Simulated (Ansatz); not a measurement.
# ZrH: an energy map of one atom

The task, for ZrH: map the energy of atom 1 (Zr) over a plane.

Computed with Ansatz 0.2.0 (DFT r2SCAN, scalar-relativistic, plane waves, PAW, unless a step's input says otherwise).

### Step 1. The system as given

Symmetry: P4_2/mmc, No. 131, tetragonal system. The conventional cell has a = 3.243 Å, b = 3.243 Å, c = 4.948 Å, α = 90.00°, β = 90.00°, γ = 90.00°. Zr (site symmetry mmm) has 4 H at 2.04 Å in its first shell of neighbours. H (site symmetry -4m2) has 4 Zr at 2.04 Å in its first shell of neighbours.

Structure file:

```xyz
4
Lattice="3.2428 0.0000 0.0000 0.0000 3.2428 0.0000 0.0000 0.0000 4.9480" Properties=species:S:1:pos:R:3 pbc="T T T"
Zr    0.0000    1.6214    0.0000
Zr    1.6214    0.0000    2.4740
H     0.0000    0.0000    3.7110
H     0.0000    0.0000    1.2370
```

No relaxation comes first: the listed cell is the starting point.

### Step 2. Zero of energy

Reference values: F = -8423.9198 eV; pressure 0.98 GPa; largest force 0.000 eV/Å; gap on the mesh none (metal). It was computed beforehand with the settings of the runs below.

### Step 3. Next: an energy map of one atom

Atom 1 (Zr) is moved by p along (1.000, 0.000, 0.000) and q along (0.000, 1.000, 0.000) (Å), all else fixed; its images in the other cells move with it. Points alike by symmetry are run once.

### Step 4. At p = -0.200, q = -0.200

Contents of input.yaml:

```yaml
crystal:
  lattice:
    - [3.2427916985, 0.0, 0.0]
    - [0.0, 3.2427916985, 0.0]
    - [0.0, 0.0, 4.948]
  atoms:
    - { symbol: Zr, position: [-0.0616752535, 0.4383247465, 0.0] }
    - { symbol: Zr, position: [0.5, 0.0, 0.5] }
    - { symbol: H, position: [0.0, 0.0, 0.75] }
    - { symbol: H, position: [0.0, 0.0, 0.25] }
basis:
  ecutwfc: 500
kpoints:
  mp_grid: { grid: [14, 14, 10] }
hamiltonian:
  xc: r2scan
scf:
  occupations: { method: gaussian, width: 0.15 }
output:
  forces: true
  stress: true
  eigenvalues: true
```

The run is started by

```sh
$ ansatz run input.yaml --threads 1 --pin off --max-ram 2560MiB --backend cpu --events-out ev --progress --plain --runs-dir out
```

Log, cut to the lines that bear on the results:

```text
Warning: RAYON_NUM_THREADS=1 ignored (pool sized by the plan → 1); use --threads N
[...]
Pseudopotentials: kind: paw
Pseudopotential: Zr, paw, valence charge 12, recommended cutoff 500 eV (meta_gga), Zr.paw.azcp
Pseudopotential: H, paw, valence charge 1, recommended cutoff 500 eV (meta_gga), H.paw.azcp
Functional definition: r2SCAN
[...]
Crystal: 4 atoms, lattice volume = 52.032 Å³
Basis set: ecut = 500 eV, 1295 PW (Γ), exchange–correlation on 96×96×160 points (64 copies of the dense FFT grid, shifted against one another)
Bands: 17, of which v1, the nominal top of the filled ones, is band 13 counted from 1 (12 counted from 0)
Symmetry: 2 space group operations
Space group: Pm (ITA 6), of the structure as read, at distance tolerance 3.7e-5 Å
k-points: 600 of 1960 (time reversal used)
[...]
SCF iter   1: F=—  HF=-8423.574389 eV  |F-HF|=—  |Δ(HF+E_count)|=         —  Δρ=1.00e-2  dr2=5.49e-2  dr2_τ=2.89e-2  ethr=1.77e-3  ⟨swp⟩=4.8  Hψ=42562  notcnv=0
[...]
SCF iter   7: F=-8423.631422 eV  HF=-8423.631422 eV  |F-HF|=2.81e-8  |Δ(HF+E_count)|=   4.19e-7  Δρ=1.33e-5  dr2=8.88e-8  dr2_τ=2.63e-9  ethr=3.85e-10  ⟨swp⟩=3.1  Hψ=42858  notcnv=0
the search or the solves at the SCF's close seem to have found levels that the self-consistency loop had missed (the run counts 2). By its estimate they hold under 1e-12 electrons; where the run keeps them, the occupations were computed again with them
[...]
SCF converged after 7 iterations
Free energy (F): -8423.631422 eV
[...]
E sigma→0 (E₀):  -8423.621817 eV
Entropy (-TS):   -0.019210 eV (-4.803 meV/atom)
Fermi energy:    12.857195 eV
[...]
--- Forces (eV/Å), atoms counted from 1 ---
  atom   1  Zr     0.80277604     2.05580177     0.00000000
  atom   2  Zr    -0.41802026    -0.44207511     0.00000000
  atom   3  H     -0.19238470    -0.80685820    -0.28657902
  atom   4  H     -0.19238470    -0.80685820     0.28657902
[...]
--- Stress (GPa, compression-positive) ---
        0.655375      -0.209703       0.000000
       -0.209704       3.350881       0.000000
        0.000000       0.000000       4.363495
  P = ⅓ Tr σ = 2.7899 GPa (27.899 kbar)
--- Band table (eV; the first three rows and the last of 600) ---
  k-point 0: bands = ["-37.8092", "-37.6757", "-15.5282", "-14.9896", "-14.9685", "-14.7512", "-14.7335", "-14.7194", "3.8884", "8.8081", "9.7495", "9.8377", "12.8881", "13.6880", "13.8291", "15.2253", "16.5526"]
[...]
```

Wall time 1.8 min (1 thread of Arm Neoverse V2, shared host); peak memory 0.96 GiB.

### Step 5. p = -0.200, q = 0.000

Edit input.yaml of step 4 so:

```diff
@@ -6,3 +6,3 @@
   atoms:
-    - { symbol: Zr, position: [-0.0616752535, 0.4383247465, 0.0] }
+    - { symbol: Zr, position: [-0.0616752535, 0.5, 0.0] }
     - { symbol: Zr, position: [0.5, 0.0, 0.5] }
```

The run is started by

```sh
$ ansatz run input.yaml --threads 1 --pin off --max-ram 2560MiB --backend cpu --events-out ev --progress --plain --runs-dir out
```

Log, cut to the lines that bear on the results:

```text
Warning: RAYON_NUM_THREADS=1 ignored (pool sized by the plan → 1); use --threads N
[...]
[... 4 set-up lines as earlier in the session ...]
[...]
Crystal: 4 atoms, lattice volume = 52.032 Å³
Basis set: ecut = 500 eV, 1295 PW (Γ), exchange–correlation on 96×96×160 points (64 copies of the dense FFT grid, shifted against one another)
Bands: 17, of which v1, the nominal top of the filled ones, is band 13 counted from 1 (12 counted from 0)
Symmetry: 4 space group operations
Space group: Pmm2 (ITA 25), of the structure as read, at distance tolerance 3.7e-5 Å
k-points: 384 of 1960 (time reversal used)
[...]
SCF converged after 8 iterations
Free energy (F): -8423.832440 eV
[...]
E sigma→0 (E₀):  -8423.822287 eV
Entropy (-TS):   -0.020306 eV (-5.077 meV/atom)
Fermi energy:    12.875019 eV
[...]
--- Forces (eV/Å), atoms counted from 1 ---
  atom   1  Zr     0.87012781     0.00000000     0.00000000
  atom   2  Zr    -0.39418632     0.00000000     0.00000000
  atom   3  H     -0.23796329     0.00000000     0.03643336
  atom   4  H     -0.23796329     0.00000000    -0.03643336
[...]
--- Stress (GPa, compression-positive) ---
        0.817324       0.000000       0.000000
        0.000000       0.764126       0.000000
        0.000000       0.000000       1.884679
  P = ⅓ Tr σ = 1.1554 GPa (11.554 kbar)
--- Band table (eV; the first three rows and the last of 384) ---
  k-point 0: bands = ["-37.8236", "-37.6980", "-15.5146", "-14.9992", "-14.9713", "-14.7611", "-14.7597", "-14.7345", "3.8492", "8.8899", "9.7337", "9.8126", "12.9398", "13.6511", "13.7953", "15.3402", "16.5201"]
[...]
```

It took 54 s on 1 thread of Arm Neoverse V2, shared host; peak memory 0.77 GiB.

### Step 6. Point p = 0.000, q = -0.200

Edit input.yaml of step 5 so:

```diff
@@ -6,3 +6,3 @@
   atoms:
-    - { symbol: Zr, position: [-0.0616752535, 0.5, 0.0] }
+    - { symbol: Zr, position: [0.0, 0.4383247465, 0.0] }
     - { symbol: Zr, position: [0.5, 0.0, 0.5] }
```

The run is started by

```sh
$ ansatz run input.yaml --threads 1 --pin off --max-ram 2560MiB --backend cpu --events-out ev --progress --plain --runs-dir out
```

Log, cut to the lines that bear on the results:

```text
Warning: RAYON_NUM_THREADS=1 ignored (pool sized by the plan → 1); use --threads N
[...]
[... 4 set-up lines as earlier in the session ...]
[...]
Crystal: 4 atoms, lattice volume = 52.032 Å³
Basis set: ecut = 500 eV, 1295 PW (Γ), exchange–correlation on 96×96×160 points (64 copies of the dense FFT grid, shifted against one another)
Bands: 17, of which v1, the nominal top of the filled ones, is band 13 counted from 1 (12 counted from 0)
[... 2 set-up lines as earlier in the session ...]
k-points: 384 of 1960 (time reversal used)
[...]
SCF converged after 7 iterations
Free energy (F): -8423.712029 eV
[...]
E sigma→0 (E₀):  -8423.702326 eV
Entropy (-TS):   -0.019405 eV (-4.851 meV/atom)
Fermi energy:    12.854877 eV
[...]
--- Forces (eV/Å), atoms counted from 1 ---
  atom   1  Zr     0.00000000     2.12778938     0.00000000
  atom   2  Zr     0.00000000    -0.41754078     0.00000000
  atom   3  H      0.00000000    -0.85512330    -0.34126252
  atom   4  H      0.00000000    -0.85512330     0.34126252
[...]
--- Stress (GPa, compression-positive) ---
        0.552857       0.000000       0.000000
        0.000000       3.522682       0.000000
        0.000000       0.000000       3.887947
  P = ⅓ Tr σ = 2.6545 GPa (26.545 kbar)
--- Band table (eV; the first three rows and the last of 384) ---
  k-point 0: bands = ["-37.8279", "-37.6818", "-15.5247", "-15.0183", "-14.9722", "-14.7660", "-14.7540", "-14.7176", "3.8605", "8.8112", "9.7089", "9.8185", "12.9425", "13.6251", "13.8024", "15.2889", "16.5135"]
[...]
```

Run time: 52 s. Hardware: 1 thread of Arm Neoverse V2, shared host; peak memory 0.76 GiB.

### Step 7. Point p = -0.200, q = -0.100

Edit input.yaml of step 6 so:

```diff
@@ -6,3 +6,3 @@
   atoms:
-    - { symbol: Zr, position: [0.0, 0.4383247465, 0.0] }
+    - { symbol: Zr, position: [-0.0616752535, 0.4691623733, 0.0] }
     - { symbol: Zr, position: [0.5, 0.0, 0.5] }
```

The run is started by

```sh
$ ansatz run input.yaml --threads 1 --pin off --max-ram 2560MiB --backend cpu --events-out ev --progress --plain --runs-dir out
```

Log, cut to the lines that bear on the results:

```text
[...]
SCF converged after 8 iterations
Free energy (F): -8423.783049 eV
[...]
E sigma→0 (E₀):  -8423.773060 eV
Entropy (-TS):   -0.019978 eV (-4.994 meV/atom)
Fermi energy:    12.871050 eV
[...]
--- Forces (eV/Å), atoms counted from 1 ---
  atom   1  Zr     0.85392380     0.99366779     0.00000000
  atom   2  Zr    -0.40010939    -0.21670373     0.00000000
  atom   3  H     -0.22689649    -0.38848210    -0.04241512
  atom   4  H     -0.22689649    -0.38848210     0.04241512
[...]
--- Stress (GPa, compression-positive) ---
        0.785734      -0.088699       0.000000
       -0.088699       1.421804       0.000000
        0.000000       0.000000       2.490446
  P = ⅓ Tr σ = 1.5660 GPa (15.660 kbar)
--- Band table (eV; the first three rows and the last of 600) ---
  k-point 0: bands = ["-37.8174", "-37.6947", "-15.5175", "-14.9919", "-14.9743", "-14.7553", "-14.7530", "-14.7351", "3.8593", "8.8685", "9.7443", "9.8124", "12.9273", "13.6714", "13.7934", "15.3104", "16.5285"]
[...]
```

Run time: 1.9 min. Hardware: 1 thread of Arm Neoverse V2, shared host; peak memory 0.97 GiB.

### Step 8. p = -0.100, q = -0.200

Edit input.yaml of step 7 so:

```diff
@@ -6,3 +6,3 @@
   atoms:
-    - { symbol: Zr, position: [-0.0616752535, 0.4691623733, 0.0] }
+    - { symbol: Zr, position: [-0.0308376267, 0.4383247465, 0.0] }
     - { symbol: Zr, position: [0.5, 0.0, 0.5] }
```

The run is started by

```sh
$ ansatz run input.yaml --threads 1 --pin off --max-ram 2560MiB --backend cpu --events-out ev --progress --plain --runs-dir out
```

Log, cut to the lines that bear on the results:

```text
Warning: RAYON_NUM_THREADS=1 ignored (pool sized by the plan → 1); use --threads N
[...]
[... 4 set-up lines as earlier in the session ...]
[...]
Crystal: 4 atoms, lattice volume = 52.032 Å³
Basis set: ecut = 500 eV, 1295 PW (Γ), exchange–correlation on 96×96×160 points (64 copies of the dense FFT grid, shifted against one another)
Bands: 17, of which v1, the nominal top of the filled ones, is band 13 counted from 1 (12 counted from 0)
[... 2 set-up lines as earlier in the session ...]
k-points: 600 of 1960 (time reversal used)
[...]
SCF converged after 7 iterations
Free energy (F): -8423.691822 eV
[...]
E sigma→0 (E₀):  -8423.682192 eV
Entropy (-TS):   -0.019260 eV (-4.815 meV/atom)
Fermi energy:    12.855910 eV
[...]
--- Forces (eV/Å), atoms counted from 1 ---
  atom   1  Zr     0.40382969     2.10957677     0.00000000
  atom   2  Zr    -0.21281747    -0.42392999     0.00000000
  atom   3  H     -0.09550910    -0.84282169    -0.32725815
  atom   4  H     -0.09550910    -0.84282169     0.32725815
[...]
--- Stress (GPa, compression-positive) ---
        0.579033      -0.111921       0.000000
       -0.111921       3.483785       0.000000
        0.000000       0.000000       4.007229
  P = ⅓ Tr σ = 2.6900 GPa (26.900 kbar)
--- Band table (eV; the first three rows and the last of 600) ---
  k-point 0: bands = ["-37.8229", "-37.6809", "-15.5256", "-15.0109", "-14.9716", "-14.7619", "-14.7490", "-14.7189", "3.8676", "8.8102", "9.7205", "9.8219", "12.9293", "13.6465", "13.8034", "15.2720", "16.5233"]
[...]
```

Run time: 85 s. Hardware: 1 thread of Arm Neoverse V2, shared host; peak memory 0.97 GiB.

### Step 9. At p = -0.100, q = 0.000

Edit input.yaml of step 8 so:

```diff
@@ -6,3 +6,3 @@
   atoms:
-    - { symbol: Zr, position: [-0.0308376267, 0.4383247465, 0.0] }
+    - { symbol: Zr, position: [-0.0308376267, 0.5, 0.0] }
     - { symbol: Zr, position: [0.5, 0.0, 0.5] }
```

The run is started by

```sh
$ ansatz run input.yaml --threads 1 --pin off --max-ram 2560MiB --backend cpu --events-out ev --progress --plain --runs-dir out
```

Log, cut to the lines that bear on the results:

```text
[...]
SCF converged after 8 iterations
Free energy (F): -8423.897902 eV
[...]
E sigma→0 (E₀):  -8423.887728 eV
Entropy (-TS):   -0.020348 eV (-5.087 meV/atom)
Fermi energy:    12.875302 eV
[...]
--- Forces (eV/Å), atoms counted from 1 ---
  atom   1  Zr     0.43775499     0.00000000     0.00000000
  atom   2  Zr    -0.19968213     0.00000000     0.00000000
  atom   3  H     -0.11903337     0.00000000     0.00925789
  atom   4  H     -0.11903337     0.00000000    -0.00925789
[...]
--- Stress (GPa, compression-positive) ---
        0.812299       0.000000       0.000000
        0.000000       0.808461       0.000000
        0.000000       0.000000       1.457410
  P = ⅓ Tr σ = 1.0261 GPa (10.261 kbar)
--- Band table (eV; the first three rows and the last of 384) ---
  k-point 0: bands = ["-37.8296", "-37.7128", "-15.5123", "-14.9997", "-14.9924", "-14.7761", "-14.7594", "-14.7527", "3.8276", "8.8931", "9.7320", "9.7708", "12.9851", "13.6718", "13.7082", "15.3788", "16.4906"]
[...]
```

It took 54 s on 1 thread of Arm Neoverse V2, shared host; peak memory 0.76 GiB.

### Step 10. Point p = 0.000, q = -0.100

Edit input.yaml of step 9 so:

```diff
@@ -6,3 +6,3 @@
   atoms:
-    - { symbol: Zr, position: [-0.0308376267, 0.5, 0.0] }
+    - { symbol: Zr, position: [0.0, 0.4691623733, 0.0] }
     - { symbol: Zr, position: [0.5, 0.0, 0.5] }
```

The run is started by

```sh
$ ansatz run input.yaml --threads 1 --pin off --max-ram 2560MiB --backend cpu --events-out ev --progress --plain --runs-dir out
```

Log, cut to the lines that bear on the results:

```text
Warning: RAYON_NUM_THREADS=1 ignored (pool sized by the plan → 1); use --threads N
[...]
[... 4 set-up lines as earlier in the session ...]
[...]
Crystal: 4 atoms, lattice volume = 52.032 Å³
Basis set: ecut = 500 eV, 1295 PW (Γ), exchange–correlation on 96×96×160 points (64 copies of the dense FFT grid, shifted against one another)
Bands: 17, of which v1, the nominal top of the filled ones, is band 13 counted from 1 (12 counted from 0)
[... 2 set-up lines as earlier in the session ...]
k-points: 384 of 1960 (time reversal used)
[...]
SCF converged after 8 iterations
Free energy (F): -8423.868801 eV
[...]
E sigma→0 (E₀):  -8423.858720 eV
Entropy (-TS):   -0.020161 eV (-5.040 meV/atom)
Fermi energy:    12.870314 eV
[...]
--- Forces (eV/Å), atoms counted from 1 ---
  atom   1  Zr     0.00000000     1.02646684     0.00000000
  atom   2  Zr     0.00000000    -0.20239584     0.00000000
  atom   3  H      0.00000000    -0.41204046    -0.08332959
  atom   4  H      0.00000000    -0.41204046     0.08332959
[...]
--- Stress (GPa, compression-positive) ---
        0.758678       0.000000       0.000000
        0.000000       1.502439       0.000000
        0.000000       0.000000       1.943006
  P = ⅓ Tr σ = 1.4014 GPa (14.014 kbar)
--- Band table (eV; the first three rows and the last of 384) ---
  k-point 0: bands = ["-37.8288", "-37.7101", "-15.5143", "-15.0039", "-14.9922", "-14.7743", "-14.7607", "-14.7489", "3.8305", "8.8727", "9.7291", "9.7690", "12.9857", "13.6654", "13.7106", "15.3662", "16.4891"]
[...]
```

Run time: 57 s. Hardware: 1 thread of Arm Neoverse V2, shared host; peak memory 0.78 GiB.

### Step 11. p = -0.100, q = -0.100

Edit input.yaml of step 10 so:

```diff
@@ -6,3 +6,3 @@
   atoms:
-    - { symbol: Zr, position: [0.0, 0.4691623733, 0.0] }
+    - { symbol: Zr, position: [-0.0308376267, 0.4691623733, 0.0] }
     - { symbol: Zr, position: [0.5, 0.0, 0.5] }
```

The run is started by

```sh
$ ansatz run input.yaml --threads 1 --pin off --max-ram 2560MiB --backend cpu --events-out ev --progress --plain --runs-dir out
```

Log, cut to the lines that bear on the results:

```text
[...]
SCF converged after 8 iterations
Free energy (F): -8423.847299 eV
[...]
E sigma→0 (E₀):  -8423.837291 eV
Entropy (-TS):   -0.020015 eV (-5.004 meV/atom)
Fermi energy:    12.870980 eV
[...]
--- Forces (eV/Å), atoms counted from 1 ---
  atom   1  Zr     0.42966813     1.01824678     0.00000000
  atom   2  Zr    -0.20304830    -0.20619487     0.00000000
  atom   3  H     -0.11330718    -0.40603083    -0.07291359
  atom   4  H     -0.11330718    -0.40603083     0.07291359
[...]
--- Stress (GPa, compression-positive) ---
        0.763671      -0.044663       0.000000
       -0.044663       1.488441       0.000000
        0.000000       0.000000       2.080292
  P = ⅓ Tr σ = 1.4441 GPa (14.441 kbar)
--- Band table (eV; the first three rows and the last of 600) ---
  k-point 0: bands = ["-37.8255", "-37.7070", "-15.5152", "-14.9970", "-14.9916", "-14.7691", "-14.7567", "-14.7485", "3.8378", "8.8714", "9.7358", "9.7770", "12.9715", "13.6806", "13.7176", "15.3513", "16.4989"]
[...]
```

Wall time 91 s (1 thread of Arm Neoverse V2, shared host); peak memory 0.98 GiB.

### Step 12. All points together

Energy above the undisturbed cell in eV/cell; points alike by symmetry are filled in, and a dash was not computed:

| p \ q | -0.200 | -0.100 | 0.000 | 0.100 | 0.200 |
| --- | --- | --- | --- | --- | --- |
| -0.200 | 0.288 | 0.137 | 0.087 | 0.137 | 0.288 |
| -0.100 | 0.228 | 0.073 | 0.022 | 0.073 | 0.228 |
| 0.000 | 0.208 | 0.051 | 0.000 | 0.051 | 0.208 |
| 0.100 | 0.228 | 0.073 | 0.022 | 0.073 | 0.228 |
| 0.200 | 0.288 | 0.137 | 0.087 | 0.137 | 0.288 |

Pressure in GPa:

| p \ q | -0.200 | -0.100 | 0.000 | 0.100 | 0.200 |
| --- | --- | --- | --- | --- | --- |
| -0.200 | 2.8 | 1.6 | 1.2 | 1.6 | 2.8 |
| -0.100 | 2.7 | 1.4 | 1.0 | 1.4 | 2.7 |
| 0.000 | 2.7 | 1.4 | 1.0 | 1.4 | 2.7 |
| 0.100 | 2.7 | 1.4 | 1.0 | 1.4 | 2.7 |
| 0.200 | 2.8 | 1.6 | 1.2 | 1.6 | 2.8 |

### Step 13. Outcome

| quantity | value |
| --- | --- |
| highest point | 0.288 eV/cell at (p, q) = (-0.200, -0.200) |
| lowest point away from the origin | 0.022 eV/cell at (-0.100, 0.000) |

No computed point lies below the origin. Read as harmonic, the points at ±0.100 Å give force constants of 4.38 eV/Å² along p and 10.20 eV/Å² along q: the atom moves more easily along p.
